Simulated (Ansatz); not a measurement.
# K3I2Br: the cost of one run

Method: DFT LDA, scalar-relativistic, plane waves, PAW, in Ansatz 0.2.0.

2 further runs of the same task are left out: 2 set aside as unsound or not needed.

## 1. The structure to begin with

The structure is trigonal, space group P-3m1 (No. 164). The conventional cell has a = 4.711 Å, b = 4.711 Å, c = 11.568 Å, α = 90.00°, β = 90.00°, γ = 120.00°. Around K (site symmetry -3m) lie 6 I at 3.39 Å. Around K (site symmetry 3m) lie 3 Br at 3.23 Å and 3 I at 3.39 Å. I (site symmetry 3m) is surrounded by 6 K at 3.39 Å. Br (site symmetry -3m) has 6 K at 3.23 Å as nearest neighbours.

Coordinates:

```cif
data_structure
_symmetry_space_group_name_H-M 'P 1'
_symmetry_Int_Tables_number 1
_cell_length_a 4.7111
_cell_length_b 4.7111
_cell_length_c 11.5680
_cell_angle_alpha 90.000
_cell_angle_beta 90.000
_cell_angle_gamma 120.000
_cell_volume 222.34
loop_
_atom_site_label
_atom_site_type_symbol
_atom_site_fract_x
_atom_site_fract_y
_atom_site_fract_z
_atom_site_occupancy
K1 K 0.00000 0.00000 0.50000 1
K2 K 0.33333 0.66667 0.15010 1
K3 K 0.66667 0.33333 0.84990 1
I1 I 0.33333 0.66667 0.67502 1
I2 I 0.66667 0.33333 0.32498 1
Br1 Br 0.00000 0.00000 0.00000 1
```

It goes back to an entry of the Materials Project, which need not be the stable form.

This cell was relaxed beforehand with the same method: volume 37.06 Å³/atom, gap on the mesh 3.74 eV.

## 2. What is varied

The energy is mapped over the lattice constants a and c of the conventional cell.

- lattice constant a (and b): 5 values from 4.476 to 4.947 Å
- lattice constant c: 5 values from 10.64 to 12.49 Å

Relaxed at each point: the atoms inside the fixed cell. Energies count from the relaxed crystal. Points are written as (first, second).

## 3. The run at (4.476 Å, 11.11 Å)

Input file input.yaml:

```yaml
crystal:
  lattice:
    - [4.4755, 0.0, 0.0]
    - [-2.23775, 3.8758966946, 0.0]
    - [0.0, 0.0, 11.1053]
  atoms:
    - { symbol: K, position: [0.0, 0.0, 0.5] }
    - { symbol: K, position: [0.3333333333, 0.6666666667, 0.1500969033] }
    - { symbol: K, position: [0.6666666667, 0.3333333333, 0.8499030967] }
    - { symbol: I, position: [0.3333333333, 0.6666666667, 0.6750221222] }
    - { symbol: I, position: [0.6666666667, 0.3333333333, 0.3249778778] }
    - { symbol: Br, position: [0.0, 0.0, 0.0] }
basis:
  ecutwfc: 420
kpoints:
  mp_grid: { grid: [6, 6, 2] }
hamiltonian:
  xc: lda
scf:
  occupations: { method: gaussian, width: 0.05 }
output:
  forces: true
  stress: true
  eigenvalues: true
relax:
  adjacent_minimum: "off"
  f_tol: 0.01
  max_steps: 30
```

Started as:

```
> ansatz run input.yaml --threads 1 --pin off --max-ram 2048MiB --backend cpu --events-out ev --progress --plain --runs-dir out
```

Q: Estimate wall time and peak memory on 1 thread of Intel Xeon at 2.70GHz, shared host.

About 17 s, with a peak of 0.46 GiB.
